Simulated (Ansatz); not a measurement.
# BeAg: the cost of one run

Computed with Ansatz 0.2.0 (DFT PBE, scalar-relativistic, plane waves, PAW, unless a step's input says otherwise).

### Step 1. Starting point

Symmetry: F-43m, No. 216, cubic system. The conventional cell has a = 4.949 Å, b = 4.949 Å, c = 4.949 Å, α = 90.00°, β = 90.00°, γ = 90.00°. Around Be (site symmetry -43m) lie 4 Ag at 2.14 Å. Ag (site symmetry -43m) has 4 Be at 2.14 Å as nearest neighbours.

As a file:

```
CELL_PARAMETERS angstrom
0.00000 2.47456 2.47456
2.47456 0.00000 2.47456
2.47456 2.47456 0.00000
ATOMIC_POSITIONS crystal
Be 0.00000 0.00000 0.00000
Ag 0.75000 0.75000 0.75000
```

This is candidate A: zinc blende type (F-43m, No. 216).

(A quick probe on a coarse mesh, which set the mesh and smearing, is not shown.)

### Step 3. A loose first relaxation (candidate A)

Contents of input.yaml:

```yaml
crystal:
  lattice:
    - [0.0, 2.4745641246, 2.4745641246]
    - [2.4745641246, 0.0, 2.4745641246]
    - [2.4745641246, 2.4745641246, 0.0]
  atoms:
    - { symbol: Be, position: [0.0, 0.0, 0.0] }
    - { symbol: Ag, position: [0.75, 0.75, 0.75] }
basis:
  ecutwfc: 420
kpoints:
  mp_grid: { grid: [6, 6, 6] }
hamiltonian:
  xc: pbe
scf:
  occupations: { method: gaussian, width: 0.1 }
  lower_state_search: "off"
output:
  forces: true
  stress: true
  eigenvalues: true
relax:
  adjacent_minimum: "off"
  f_tol: 0.04
  max_steps: 70
  cell: { stress_tol: 0.4 }
```

Launch:

```sh
$ ansatz run input.yaml --threads 1 --pin off --max-ram 2560MiB --backend cpu --events-out ev --progress --plain --runs-dir out
```

Q: Estimate wall time and peak memory on 1 thread of Intel Xeon 6975P-C (Granite Rapids), shared host.

About 3.5 s, with a peak of 0.32 GiB.
